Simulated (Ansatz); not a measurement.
**Pt: a tetragonal deformation path**

Aim: for Pt, look for other minima along a tetragonal path.

Method: DFT PBEsol, scalar-relativistic, plane waves, PAW, in Ansatz 0.2.0.

## (1) Starting point

The structure is cubic, space group Im-3m (No. 229). The conventional cell has a = 3.168 Å, b = 3.168 Å, c = 3.168 Å, α = 90.00°, β = 90.00°, γ = 90.00°. Pt (site symmetry m-3m) is surrounded by 8 Pt at 2.74 Å.

Coordinates:

```cif
data_structure
_symmetry_space_group_name_H-M 'Im-3m'
_symmetry_Int_Tables_number 229
_cell_length_a 3.1684
_cell_length_b 3.1684
_cell_length_c 3.1684
_cell_angle_alpha 90.000
_cell_angle_beta 90.000
_cell_angle_gamma 90.000
_cell_volume 31.81
loop_
_atom_site_label
_atom_site_type_symbol
_atom_site_symmetry_multiplicity
_atom_site_Wyckoff_symbol
_atom_site_fract_x
_atom_site_fract_y
_atom_site_fract_z
_atom_site_occupancy
Pt1 Pt 2 a 0.00000 0.00000 0.00000 1
```

It goes back to an entry of the Materials Project, which need not be the stable form.

No relaxation comes first: the listed cell is the starting point.

## (2) Zero of energy

The reference gives a free energy of -12383.6868 eV, pressure -10.92 GPa, largest force 0.000 eV/Å and gap on the mesh none (metal). It was computed beforehand with the settings of the runs below.

## (3) Setting up a tetragonal deformation path

At fixed volume and fractional coordinates, lengths along (0.000, 0.000, 1.000) are scaled against those across it; ρ is that ratio over its starting value.

## (4) ρ = 0.707

Input file input.yaml:

```yaml
crystal:
  lattice:
    - [-1.778316346, 1.778316346, 1.2572696566]
    - [1.778316346, -1.778316346, 1.2572696566]
    - [1.778316346, 1.778316346, -1.2572696566]
  atoms:
    - { symbol: Pt, position: [0.0, 0.0, 0.0] }
basis:
  ecutwfc: 420
kpoints:
  mp_grid: { grid: [24, 24, 24] }
hamiltonian:
  xc: pbesol
scf:
  occupations: { method: gaussian, width: 0.15 }
output:
  forces: true
  stress: true
  eigenvalues: true
```

Launch:

```sh
$ ansatz run input.yaml --threads 1 --pin off --max-ram 2560MiB --backend cpu --events-out ev --progress --plain --runs-dir out
```

Further runs follow: point ρ = 1.414; ρ = 0.850; ρ = 1.200; At ρ = 0.780; At ρ = 1.300; ρ = 0.920; At ρ = 1.100; point ρ = 0.650; At ρ = 1.500; point ρ = 0.960; point ρ = 1.050.

What does the calculation give? Wanted: highest point.

As calculated:

```
     quantity                        value
highest point  453.6 meV/atom at ρ = 0.650
```

In words: The undisturbed cell is not the lowest point: the energy is 104.4 meV/atom lower at ρ = 1.414; the cell was taken as given and not relaxed at this level. Further dips among the sampled points: ρ = 0.780 (-96.0 meV/atom); whether they survive relaxation was not tested. At ρ = 1.414 the cell takes another symmetry, Fm-3m, -104.4 meV/atom from the start at this fixed volume. The runs treat Pt without spin-orbit coupling.
